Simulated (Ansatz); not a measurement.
# P: pressure up to the limit of the methods

An exercise on one series of results from a longer session: the logs are not shown, and one member is left open.

Computed with Ansatz 0.2.0 (DFT LDA, with the methods named in each step, unless a step's input says otherwise).

## The system as given

The structure is cubic, space group Fm-3m (No. 225). The conventional cell has a = 3.915 Å, b = 3.915 Å, c = 3.915 Å, α = 90.00°, β = 90.00°, γ = 90.00°. P (site symmetry m-3m) has 12 P at 2.77 Å in its first shell of neighbours.

As a file:

```
P
1.0
     0.00000    1.95743    1.95743
     1.95743    0.00000    1.95743
     1.95743    1.95743    0.00000
P
1
Cartesian
  0.0000 0.0000 0.0000
```

Whether this phase is the stable one at these pressures isn't tested.

The first run:

File input.yaml:

```yaml
crystal:
  lattice:
    - [0.0, 1.9574338206, 1.9574338206]
    - [1.9574338206, 0.0, 1.9574338206]
    - [1.9574338206, 1.9574338206, 0.0]
  atoms:
    - { symbol: P, position: [0.0, 0.0, 0.0] }
kpoints:
  mp_grid: { grid: [17, 17, 17] }
scf:
  occupations: { method: fermi_dirac, width: 0.1 }
hamiltonian:
  xc: lda
  pseudopotentials: { kind: paw }
output:
  forces: true
  stress: true
relax:
  f_tol: 0.005
  max_steps: 40
  cell: {}
```

Started as:

```sh
$ ansatz run input.yaml --threads 1 --pin off --max-ram 2048MiB --backend cpu --events-out ev --progress --plain --runs-dir out
```

Steps of the session up to this table: Cell relaxed at zero pressure, PAW; Volume scaled by 1, PAW; Volume scaled by 0.92, PAW; Volume scaled by 0.84, PAW; Volume scaled by 0.76, PAW; Volume scaled by 0.68, PAW; Volume scaled by 0.6, PAW; Volume scaled by 0.52, PAW; Volume scaled by 0.45, PAW; Volume scaled by 0.45, PAW (source ansatz).

One of the session's tables, all rows but one given; the rest of the session is left out.

```
             method  volume over the first  volume (Å³/atom)  pressure (GPa)
                PAW                      1            13.849           -0.05
                PAW                   0.92            12.741           10.27
                PAW                   0.84            11.633           25.95
                PAW                   0.76            10.525           49.36
                PAW                   0.68             9.417           85.23
                PAW                    0.6             8.309          141.70
                PAW                   0.52                 ?               ?
                PAW                   0.45             6.232          389.90
PAW (source ansatz)                   0.45             6.232          391.96
```

**Question.** Estimate the row for PAW, 0.52.

As computed: volume (Å³/atom): 7.202; pressure (GPa): 238.82. In the column «volume (Å³/atom)» it lies between PAW (source ansatz), 0.45 (6.232) and PAW, 0.6 (8.309).

To keep in mind: At pressures up to 392 GPa the PAW spheres may overlap and frozen cores may not hold, so those PAW values are rough without an all-electron check.
